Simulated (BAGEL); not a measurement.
# Two attempts at triplet GeH2F2

Wanted: the energy of triplet GeH2F2, UHF/cc-pVDZ (density fitting with qzvpp-jkfit).

The results are computed with BAGEL 1.2.2.

3 further runs of the same task are left out: 2 that didn't finish, 1 set aside as unsound or not needed. Runs told in other sessions of the task aren't counted.

### 1 Starting point

GeH2F2 has 5 atoms, charge 0, and is taken as a triplet. As SMILES of the parent species, `[F][GeH2][F]`. Geometry: relaxed at PBE0-D4/def2-TZVP. That shape belongs to the parent species and isn't relaxed for this state.

Bond lengths: F1–Ge2 1.724 Å, Ge2–F3 1.724 Å, Ge2–H4 1.527 Å, Ge2–H5 1.527 Å. Angles: F1–Ge2–F3 105.0°, F1–Ge2–H4 107.9°, F1–Ge2–H5 107.9°, F3–Ge2–H4 107.9°, F3–Ge2–H5 107.9°, H4–Ge2–H5 119.3°.

### 2 First attempt

The input, input.json:

```json
{ "bagel" : [

{
  "title" : "molecule",
  "basis" : "cc-pvdz.json",
  "df_basis" : "qzvpp-jkfit",
  "angstrom" : "true",
  "geometry" : [
    { "atom" : "F", "xyz" : [   -0.572600,    0.228500,    1.525800 ] },
    { "atom" : "Ge", "xyz" : [    0.103000,   -0.071300,   -0.032200 ] },
    { "atom" : "F", "xyz" : [   -0.974500,    0.694200,   -1.139700 ] },
    { "atom" : "H", "xyz" : [    0.047300,   -1.576200,   -0.286700 ] },
    { "atom" : "H", "xyz" : [    1.446600,    0.651000,   -0.108600 ] }
  ]
},
{
  "title" : "rohf",
  "nopen" : 2
},
{
  "title" : "print",
  "file" : "orbitals.molden",
  "orbitals" : "true"
}

]}
```

The basis set cc-pVDZ is read from a file made from the Basis Set Exchange's data (not shown).

Run with:

```sh
$ BAGEL_NUM_THREADS=1 BAGEL input.json > input.out
```

Log:

```text
* using 1 threads per process

  ===============================================================
  ===============================================================

  *** Geometry ***

  { "atom" : "F", "xyz" : [     -1.082057,      0.431802,      2.883344 ] },
  { "atom" : "Ge", "xyz" : [      0.194642,     -0.134737,     -0.060849 ] },
  { "atom" : "F", "xyz" : [     -1.841538,      1.311848,     -2.153721 ] },
  { "atom" : "H", "xyz" : [      0.089384,     -2.978586,     -0.541784 ] },
  { "atom" : "H", "xyz" : [      2.733678,      1.230212,     -0.205224 ] },

  Number of auxiliary basis functions:      456

  Since a DF basis is specified, we compute 2- and 3-index integrals:
    o Being stored without compression. Storage requirement is 0.015 GB

  Number of basis functions:       65
  Number of electrons      :       52

    * METHOD: MOLECULE                             0.15

  *** Open-shell HF ***

  === Nuclear Repulsion ===
   222.0412925925

      * DIIS with orbital gradients will be used.

  === ROHF iteration (cc-pvdz.json) ===
      0      -2274.78706426          0.04082752           0.08
      1      -2274.88517400          0.03862022           0.08
      2      -2274.97324103          0.02569408           0.09
      3      -2275.07984202          0.00195993           0.08
      4      -2275.08377310          0.00155638           0.09
      5      -2275.08627891          0.00157964           0.08
      6      -2275.08597306          0.00155033           0.09
      7      -2275.08691804          0.00156515           0.08
      8      -2275.08469955          0.00145420           0.09
      9      -2275.07395024          0.00207808           0.08
     10      -2275.07554459          0.00182129           0.09
     11      -2275.07448464          0.00210855           0.08
     12      -2275.07311397          0.00222026           0.09
     13      -2275.08101768          0.00144552           0.09
     14      -2275.08596886          0.00153611           0.09
     15      -2275.07941565          0.00123176           0.09
     16      -2275.07031875          0.00321118           0.08
     17      -2275.07182545          0.00236607           0.08
     18      -2275.07018098          0.00267444           0.08
     19      -2275.07060711          0.00255461           0.08
     20      -2275.07890708          0.00125530           0.08
     21      -2275.08086366          0.00112461           0.09
     22      -2275.08575445          0.00162294           0.09
     23      -2275.07287407          0.00115861           0.08
     24      -2275.07177451          0.00107290           0.08
     25      -2275.07006418          0.00173670           0.08
     26      -2275.07110843          0.00172114           0.08
[... 60 lines of this table left out ...]
     87      -2275.07078173          0.00000325           0.08
     88      -2275.07078190          0.00000340           0.08
     89      -2275.07078169          0.00000327           0.07
     90      -2275.07078209          0.00000335           0.07
     91      -2275.07078180          0.00000335           0.08
     92      -2275.07078116          0.00000293           0.08
     93      -2275.07078055          0.00000284           0.08
     94      -2275.07078132          0.00000190           0.08
     95      -2275.07078157          0.00000182           0.08
     96      -2275.07078172          0.00000189           0.08
     97      -2275.07078170          0.00000179           0.08
     98      -2275.07078146          0.00000186           0.08
     99      -2275.07078202          0.00000188           0.08
    * Max iteration reached in SCF.

    * S^2 (ROHF) is 2.0000

    * Permanent dipole moment:
           (   -1.738998,     1.057458,     0.447138) a.u.

    * METHOD: ROHF                                 8.16

    * METHOD: PRINT                                0.01

  ===============================================================
```

Run time: 8.7 s. Hardware: 1 thread of Arm Neoverse V2, shared host.

### 3 What went wrong

The run stopped without converging.

Among its listed settings the sound run differs in this, and the input shows the rest: reference UHF in place of ROHF. The next try takes another reference, UHF in place of ROHF: a different method, not a cure for the first.

### 4 The mended input

input.json: that of step 2 with these lines changed.

```diff
@@ -6,3 +6,3 @@
   "df_basis" : "qzvpp-jkfit",
-  "angstrom" : "true",
+  "angstrom" : true,
   "geometry" : [
@@ -16,3 +16,4 @@
 {
-  "title" : "rohf",
+  "title" : "uhf",
+  "charge" : 0,
   "nopen" : 2
@@ -22,3 +23,3 @@
   "file" : "orbitals.molden",
-  "orbitals" : "true"
+  "orbitals" : true
 }
```

The basis set cc-pVDZ is read from a file made from the Basis Set Exchange's data (not shown).

Run with:

```sh
$ BAGEL_NUM_THREADS=1 BAGEL input.json > input.out
```

Log:

```text
* using 1 threads per process

  ===============================================================
  ===============================================================

  *** Geometry ***

  { "atom" : "F", "xyz" : [     -1.082057,      0.431802,      2.883344 ] },
  { "atom" : "Ge", "xyz" : [      0.194642,     -0.134737,     -0.060849 ] },
  { "atom" : "F", "xyz" : [     -1.841538,      1.311848,     -2.153721 ] },
  { "atom" : "H", "xyz" : [      0.089384,     -2.978586,     -0.541784 ] },
  { "atom" : "H", "xyz" : [      2.733678,      1.230212,     -0.205224 ] },

  Number of auxiliary basis functions:      456

  Since a DF basis is specified, we compute 2- and 3-index integrals:
    o Being stored without compression. Storage requirement is 0.015 GB

  Number of basis functions:       65
  Number of electrons      :       52

    * METHOD: MOLECULE                             0.15

  *** Open-shell HF ***

  === Nuclear Repulsion ===
   222.0412925925

      * DIIS with orbital gradients will be used.

  === UHF iteration (cc-pvdz.json) ===
      0      -2274.78706426          0.04082752           0.08
      1      -2274.89682350          0.03820677           0.08
      2      -2274.99042318          0.02526732           0.08
      3      -2275.09242334          0.00173024           0.08
      4      -2275.09655360          0.00127201           0.08
      5      -2275.09914956          0.00119475           0.08
      6      -2275.10476531          0.00114242           0.08
      7      -2275.10866648          0.00110642           0.08
      8      -2275.12021019          0.00078551           0.08
      9      -2275.12508218          0.00228295           0.08
     10      -2275.12466443          0.00058591           0.08
     11      -2275.12546568          0.00080876           0.08
     12      -2275.12653580          0.00012781           0.08
     13      -2275.12655657          0.00005062           0.08
     14      -2275.12655850          0.00002410           0.08
     15      -2275.12656073          0.00001655           0.08
     16      -2275.12656085          0.00000702           0.08
     17      -2275.12656087          0.00000116           0.08
     18      -2275.12656087          0.00000079           0.08
     19      -2275.12656088          0.00000063           0.08
     20      -2275.12656088          0.00000042           0.08
     21      -2275.12656088          0.00000034           0.08
     22      -2275.12656088          0.00000032           0.08
     23      -2275.12656088          0.00000031           0.08
     24      -2275.12656088          0.00000030           0.07
     25      -2275.12656088          0.00000029           0.08
     26      -2275.12656088          0.00000028           0.08
[... 25 lines of this table left out ...]
     52      -2275.12656088          0.00000005           0.08
     53      -2275.12656088          0.00000005           0.08
     54      -2275.12656088          0.00000004           0.09
     55      -2275.12656088          0.00000004           0.09
     56      -2275.12656088          0.00000004           0.08
     57      -2275.12656088          0.00000004           0.09
     58      -2275.12656088          0.00000003           0.09
     59      -2275.12656088          0.00000003           0.08
     60      -2275.12656088          0.00000003           0.08
     61      -2275.12656088          0.00000002           0.09
     62      -2275.12656088          0.00000002           0.08
     63      -2275.12656088          0.00000002           0.09
     64      -2275.12656088          0.00000001           0.08
    * SCF iteration converged.

    * S^2 (UHF) is 2.0123

    * Permanent dipole moment:
           (   -0.719254,     0.434544,     0.185064) a.u.

    * METHOD: UHF                                  5.50

    * METHOD: PRINT                                0.01

  ===============================================================
```

Run time: 6 s. Hardware: 1 thread of Arm Neoverse V2, shared host.

### 5 What came out

Level: UHF/cc-pVDZ (density fitting with qzvpp-jkfit).

| quantity | value |
| --- | --- |
| total energy | -2275.12656 Eh |
| dipole moment | 2.19 D |
| ⟨S²⟩ | 2.012 |
